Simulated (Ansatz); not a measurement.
Yb3InC:

```
CELL_PARAMETERS angstrom
5.06325 0.00000 0.00000
0.00000 5.06325 0.00000
0.00000 0.00000 5.06325
ATOMIC_POSITIONS crystal
Yb 0.00000 0.50000 0.50000
Yb 0.50000 0.50000 0.00000
Yb 0.50000 0.00000 0.50000
In 0.00000 0.00000 0.00000
C 0.50000 0.50000 0.50000
```

The cell comes from a database or a generator and needn't be the stable form of this composition.

```yaml
Program: Ansatz 0.2.0
Task: single point
Functional: PBE
Potentials_or_basis: Ansatz PAW
Cutoff: "420 eV (not typed: the program's choice for these potentials)"
k_mesh: 5 × 5 × 5
Occupations: fermi-dirac, width 0.05 eV
Spin: collinear spin, ferromagnetic start
Starting_moments: "[1.0, 1.0, 1.0, 0.0, 0.0] μB"
```

On this cell: pressure -3.7 GPa; largest force zero by symmetry; net moment 0.00 μB per cell; band gap on the k mesh none (metal or under the smearing width).

The same run follows on a disturbed copy (atoms moved at random, drawn with an rms of 0.05 Å):

```xyz
5
Lattice="5.0632 0.0000 0.0000 0.0000 5.0632 0.0000 0.0000 0.0000 5.0632" Properties=species:S:1:pos:R:3 pbc="T T T"
Yb   -0.0181    2.5324    2.4672
Yb    2.5688    2.5373    0.0149
Yb    2.5047   -0.0270    2.5377
In   -0.0341    0.0552    0.0055
C     2.5355    2.5149    2.5526
```

Question: What changes?

Answer: The energy (extrapolated to zero smearing) moves by +3.9 meV/atom; pressure -3.7 GPa; largest force 0.246 eV/Å; net moment 0.00 μB per cell; band gap on the k mesh none (metal or under the smearing width).

Forces in eV/Å, atoms in the order of the input:
```
Yb   0.097 -0.035  0.223
Yb  -0.141 -0.047 -0.159
Yb   0.009  0.163  0.059
In   0.056 -0.110 -0.033
C   -0.022  0.029 -0.091
```

Caveats: spin-orbit coupling is left out, which moves the levels of the heavy elements; without U or exact exchange the open f shell lies at the Fermi level, which spoils levels, moments and volumes; the starting moments weren't kept.
